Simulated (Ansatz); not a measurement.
# One shape, several levels: doublet [C3H9BO3]+

We compute a comparison of 6 runs (U-r2SCAN/6-31G*, U-revPBE/6-31G*, UB3LYP/6-31G*, UPBE/6-31G*, USVWN5/6-31G*, UCCSD/6-31G*) of doublet [C3H9BO3]+. 

Program for the calculation: Ansatz 0.2.0.

54 further runs of the same task are left out: 54 set aside as unsound or not needed. Runs told in other sessions of the task aren't counted.

**1. The system as given**

[C3H9BO3]+: 16 atoms, total charge +1, spin state doublet. As SMILES of the parent species, `COB(OC)OC`. The coordinates come from a PBE0-D4/def2-TZVP relaxation. That shape belongs to the parent species and isn't relaxed for this state.

Bond lengths: C1–O2 1.412 Å, O2–B3 1.363 Å, B3–O4 1.363 Å, O4–C5 1.412 Å, B3–O6 1.363 Å, O6–C7 1.412 Å, C1–H8 1.093 Å, C1–H9 1.093 Å, C1–H10 1.090 Å, C5–H11 1.093 Å, C5–H12 1.090 Å, C5–H13 1.093 Å, C7–H14 1.090 Å, C7–H15 1.093 Å, C7–H16 1.093 Å. Some angles: C1–O2–B3 120.2°, O2–B3–O4 120.0°, O2–B3–O6 120.0°, O4–B3–O6 120.0°, B3–O4–C5 120.2°, B3–O6–C7 120.2°, O2–C1–H8 111.3°, O2–C1–H9 111.3°, O2–C1–H10 107.6°, O4–C5–H11 111.3°.

**2. A single-point energy at U-r2SCAN/6-31G(d) (spherical functions) (run 1)**

Contents of job.yaml:

```yaml
crystal:
  periodic: [false, false, false]
  atoms:
    - {symbol: C, position_ang: [1.447870, -1.887560, -0.352660]}
    - {symbol: O, position_ang: [0.682100, -1.066760, 0.503320]}
    - {symbol: B, position_ang: [-0.000010, -0.000060, 0.000010]}
    - {symbol: O, position_ang: [0.055870, 0.276970, -1.332890]}
    - {symbol: C, position_ang: [-0.649010, 1.381340, -1.858490]}
    - {symbol: O, position_ang: [-0.737990, 0.789670, 0.829590]}
    - {symbol: C, position_ang: [-0.798850, 0.506220, 2.211120]}
    - {symbol: H, position_ang: [0.822960, -2.352490, -1.119780]}
    - {symbol: H, position_ang: [2.235300, -1.315710, -0.850730]}
    - {symbol: H, position_ang: [1.903440, -2.666920, 0.258790]}
    - {symbol: H, position_ang: [-1.723480, 1.287510, -1.680110]}
    - {symbol: H, position_ang: [-0.465400, 1.408420, -2.932900]}
    - {symbol: H, position_ang: [-0.306990, 2.318880, -1.412170]}
    - {symbol: H, position_ang: [-1.437640, 1.258810, 2.674120]}
    - {symbol: H, position_ang: [0.193290, 0.546900, 2.668450]}
    - {symbol: H, position_ang: [-1.221450, -0.485240, 2.394340]}
basis:
  gaussian: {orbitals: 6-31G_st_-spherical.json}
total_charge: 1
magnetization: {spin_polarized: true, initial_magnetization: 1}
hamiltonian: {xc: {name: r2SCAN}}
accuracy: high
output: {orbitals: {seedname: orbitals}}
```

The basis set 6-31G* is read from a file made from the Basis Set Exchange's data (not shown).

On the command line:

```console
$ ansatz run job.yaml --threads 1 --pin off --max-ram 3480MiB --events-out events.jsonl --progress --plain --runs-dir runs
```

The program printed:

```text
Warning: RAYON_NUM_THREADS=1 ignored (pool sized by the plan → 1); use --threads N
Functional definition: r2SCAN
  name "r2SCAN"
  parameter k0 = 0.174
  parameter k1 = 0.065
  parameter a1 = 4.9479
  exchange = r2scan_x(k0 = k0, k1 = k1, a1 = a1)
  correlation = r2scan_c
2909 factors; integrals over basis functions are off by at most 7.8e-9 eV
mean field evaluation 1: about -10049.1415 eV, gradient 5.8e1 eV
mean field evaluation 2: about -10031.2958 eV, gradient 8.8e1 eV
mean field evaluation 4: about -10061.2520 eV, gradient 2.0e1 eV
mean field evaluation 8: about -10062.2271 eV, gradient 1.2e1 eV
mean field evaluation 16: about -10063.0108 eV, gradient 1.5e-1 eV
mean field evaluation 32: about -10062.9561 eV, gradient 3.1e0 eV
mean field evaluation 64: about -10062.0867 eV, gradient 4.5e0 eV
mean field -10063.01109468 eV, -369.8088367754 hartree, gradient 2.3e-8 eV, S^2 0.755449; 8 other end points of the search recorded, 0 dependent functions left out
reference -10063.01109616 eV, -369.8088368298 hartree; 28, 27 occupied and 88, 89 virtual orbitals, 2909 factors
Total energy: -10063.01109616 eV, -369.8088368298 hartree
```

Wall time 2.8 min (1 thread of Arm Neoverse V1, shared host); peak memory 0.74 GiB.

**3. A single-point energy at U-revPBE/6-31G(d) (spherical functions) (run 2)**

Contents of input.yaml:

```yaml
crystal:
  periodic: [false, false, false]
  atoms:
    - symbol: C
      position_ang: [1.447870, -1.887560, -0.352660]
    - symbol: O
      position_ang: [0.682100, -1.066760, 0.503320]
    - symbol: B
      position_ang: [-0.000010, -0.000060, 0.000010]
    - symbol: O
      position_ang: [0.055870, 0.276970, -1.332890]
    - symbol: C
      position_ang: [-0.649010, 1.381340, -1.858490]
    - symbol: O
      position_ang: [-0.737990, 0.789670, 0.829590]
    - symbol: C
      position_ang: [-0.798850, 0.506220, 2.211120]
    - symbol: H
      position_ang: [0.822960, -2.352490, -1.119780]
    - symbol: H
      position_ang: [2.235300, -1.315710, -0.850730]
    - symbol: H
      position_ang: [1.903440, -2.666920, 0.258790]
    - symbol: H
      position_ang: [-1.723480, 1.287510, -1.680110]
    - symbol: H
      position_ang: [-0.465400, 1.408420, -2.932900]
    - symbol: H
      position_ang: [-0.306990, 2.318880, -1.412170]
    - symbol: H
      position_ang: [-1.437640, 1.258810, 2.674120]
    - symbol: H
      position_ang: [0.193290, 0.546900, 2.668450]
    - symbol: H
      position_ang: [-1.221450, -0.485240, 2.394340]
basis:
  gaussian:
    orbitals: 6-31G_st_-spherical.json
total_charge: 1
magnetization:
  spin_polarized: true
  initial_magnetization: 1
hamiltonian:
  xc: {name: revPBE}
accuracy: high
output: {orbitals: {seedname: orbitals}}
```

The basis set 6-31G* is read from a file made from the Basis Set Exchange's data (not shown).

On the command line:

```console
$ ansatz run input.yaml --threads 1 --pin off --max-ram 3480MiB --events-out events.jsonl --progress --plain --runs-dir runs
```

The program printed, cut to the lines that bear on the results:

```text
Warning: RAYON_NUM_THREADS=1 ignored (pool sized by the plan → 1); use --threads N
Functional definition: revPBE
  name "revPBE"
[...]
2909 factors; integrals over basis functions are off by at most 7.8e-9 eV
[...]
mean field -10065.52130982 eV, -369.9010854803 hartree, gradient 9.6e-8 eV, S^2 0.752353; 10 other end points of the search recorded, 0 dependent functions left out
reference -10065.52131354 eV, -369.9010856173 hartree; 28, 27 occupied and 88, 89 virtual orbitals, 2909 factors
Total energy: -10065.52131354 eV, -369.9010856173 hartree
```

It took 76 s on 1 thread of Arm Neoverse V1, shared host; peak memory 0.52 GiB.

Runs 3 to 5 aren't shown in full; the table further down has their settings and results.

**4. The energy at UCCSD/6-31G(d) (spherical functions) (run 6)**

Edit job.yaml of step 2 so:

```diff
@@ -20,7 +20,13 @@
 basis:
-  gaussian: {orbitals: 6-31G_st_-spherical.json}
+  gaussian:
+    orbitals: 6-31G_st_-spherical.json
+scf:
+  omitted_lower_state_checks: [cluster_reference, increment]
+magnetization:
+  spin_polarized: true
+  initial_magnetization: 1
+correlation:
+  method: ccsd
+  frozen_orbitals: {B: 1, C: 1, H: 0, O: 1}
+accuracy: high
 total_charge: 1
-magnetization: {spin_polarized: true, initial_magnetization: 1}
-hamiltonian: {xc: {name: r2SCAN}}
-accuracy: high
-output: {orbitals: {seedname: orbitals}}
```

The basis set 6-31G* is read from a file made from the Basis Set Exchange's data (not shown).

On the command line:

```console
$ ansatz run job.yaml --threads 1 --pin off --max-ram 3480MiB --events-out events.jsonl --progress --plain --runs-dir runs
```

The program printed:

```text
Warning: RAYON_NUM_THREADS=1 ignored (pool sized by the plan → 1); use --threads N
[... 15 lines left out ...]
7 core orbitals not correlated: weight in the atoms' cores, before any rotation towards them, 1.000 or more for the frozen orbitals, at most 0.000 for the correlated occupied ones
[... 51 lines left out ...]
Total energy: -10038.43284059 eV, -368.9056025975 hartree
Checks for a lower state left out: cluster_reference, increment
```

It took 14 min on 1 thread of Arm Neoverse V1, shared host; peak memory 2.6 GiB.

**5. The series**

| run | level | frozen core orbitals | energy (Eh) | HOMO energy (eV) | ⟨S²⟩ | wall time |
| --- | --- | --- | --- | --- | --- | --- |
| 1 | U-r2SCAN/6-31G* (spherical functions) | – | -369.808837 | -12.15 | 0.755 | 2.8 min |
| 2 | U-revPBE/6-31G* (spherical functions) | – | -369.901086 | -11.87 | 0.752 | 76 s |
| 3 | UB3LYP/6-31G* (spherical functions) | – | -370.019080 | -12.84 | 0.757 | 1.8 min |
| 4 | UPBE/6-31G* (spherical functions) | – | -369.574220 | -11.90 | 0.752 | 1.8 min |
| 5 | USVWN5/6-31G* (spherical functions) | – | -367.002792 | -12.03 | 0.751 | 29 s |
| 6 | UCCSD/6-31G* (spherical functions) | 7 | -368.905603 | – | 0.763 | 14 min |

**6. What came out**

| quantity | value |
| --- | --- |
| run 6: total energy | -368.90560 Eh |
| run 6: correlation energy (7 core orbitals frozen) | -1016.1 mEh |
| run 6: ⟨S²⟩ of the reference determinant | 0.763 |
| run 6: T1 diagnostic | 0.041 |

**Reading.** Totals of different functionals can't be ranked against each other. All runs together took 22 min, the longest 14 min.
